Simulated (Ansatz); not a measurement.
**CH₇FO₃Si₂: one species, many methods**

One table from this session's results is given with a row withheld; the runs are named, their logs left out.

Computed with Ansatz 0.2.0, Gaussian basis. Level: functionals in def2-TZVPP, the program's frozen cores in correlated methods.

Plan: PBE-D4, r2SCAN-D4, PBE0-D4, B3LYP-D4, ωB97X-V, ωB97M-V, B2PLYP; CCSD(T)/def2-TZVPP; MP2/def2-QZVPP; extrapolation to the limit.

### The geometry

All runs share one geometry, relaxed beforehand with PBE0-D4 in a triple-zeta def2 set.

14 atoms, charge 0, spin multiplicity 1.

Atoms are counted from 1 here; the program's logs count them from 0.

Bond lengths: O1–Si2 1.640 Å, O1–H8 0.957 Å, Si2–O3 1.658 Å, Si2–C4 1.842 Å, Si2–H9 1.488 Å, O3–H10 0.957 Å, C4–Si5 1.865 Å, C4–H11 1.094 Å, C4–H12 1.097 Å, Si5–O6 1.627 Å, Si5–F7 1.599 Å, Si5–H13 1.478 Å, O6–H14 0.966 Å. Angles: Si2–O1–H8 119.4°, O1–Si2–O3 112.8°, O1–Si2–C4 107.4°, O1–Si2–H9 108.9°, O3–Si2–C4 104.5°, O3–Si2–H9 107.7°, C4–Si2–H9 115.6°, Si2–O3–H10 119.3°, Si2–C4–Si5 115.3°, Si2–C4–H11 109.7°, Si2–C4–H12 108.0°, Si5–C4–H11 109.2°, Si5–C4–H12 106.9°, H11–C4–H12 107.3°, C4–Si5–O6 111.2°, C4–Si5–F7 107.7°, C4–Si5–H13 113.0°, O6–Si5–F7 108.5° and more.

Set-up of the first run:

Input file in.yaml:

```yaml
crystal:
  periodic: [false, false, false]
  atoms:
    - {symbol: O, position_ang: [-1.041045, 0.603174, -1.813680]}
    - {symbol: Si, position_ang: [0.222490, 0.974326, -0.836493]}
    - {symbol: O, position_ang: [-0.243602, 1.770872, 0.541418]}
    - {symbol: C, position_ang: [0.935945, -0.612538, -0.232038]}
    - {symbol: Si, position_ang: [-0.159065, -1.594812, 0.915174]}
    - {symbol: O, position_ang: [-0.961554, -0.620702, 1.942016]}
    - {symbol: F, position_ang: [0.778622, -2.569586, 1.767142]}
    - {symbol: H, position_ang: [-1.365383, 1.257716, -2.431901]}
    - {symbol: H, position_ang: [1.161288, 1.861053, -1.576563]}
    - {symbol: H, position_ang: [-0.449532, 2.704811, 0.496001]}
    - {symbol: H, position_ang: [1.216977, -1.239036, -1.084331]}
    - {symbol: H, position_ang: [1.854195, -0.382668, 0.321712]}
    - {symbol: H, position_ang: [-1.100970, -2.479141, 0.198376]}
    - {symbol: H, position_ang: [-0.848374, 0.326520, 1.793167]}
basis:
  gaussian: {orbitals: def2-TZVPP}
hamiltonian: {xc: pbe, dispersion: d4}
output: {forces: true, orbitals: {seedname: orbitals}}
```

Started as:

```console
$ ansatz run in.yaml --threads 2 --pin off --events-out ev --progress --plain --max-ram 22528MiB --backend cuda --devices 0, --max-vram 18GiB
```

Steps of the session up to this table: PBE-D4 (GGA); r2SCAN-D4 (meta-GGA); PBE0-D4 (hybrid); B3LYP-D4 (hybrid); ωB97X-V (range-separated); ωB97M-V (range-separated); B2PLYP (double hybrid); CCSD(T) in def2-TZVPP; MP2 in def2-QZVPP.

One of the session's tables, all rows but one given; the rest of the session is left out.

It belongs to the step «Atomisation energies». 

| method | atomisation energy (kJ/mol) |
| --- | --- |
| PBE-D4 | 5609.3 |
| r2SCAN-D4 | 5571.2 |
| PBE0-D4 | 5502.9 |
| B3LYP-D4 | 5530.8 |
| ωB97X-V | 5576.2 |
| ωB97M-V | 5582.6 |
| B2PLYP | 5495.7 |
| HF/def2-TZVPP | 4040.4 |
| MP2/def2-TZVPP | ? |
| CCSD/def2-TZVPP | 5349.1 |
| CCSD(T)/def2-TZVPP | 5428.8 |
| MP2/CBS | 5739.5 |
| CCSD(T)/CBS | 5597.4 |

Estimate the missing values for MP2/def2-TZVPP.

**Answer.** atomisation energy (kJ/mol): 5570.9. In the column «atomisation energy (kJ/mol)» it lies between B3LYP-D4 (5530.8) and r2SCAN-D4 (5571.2).
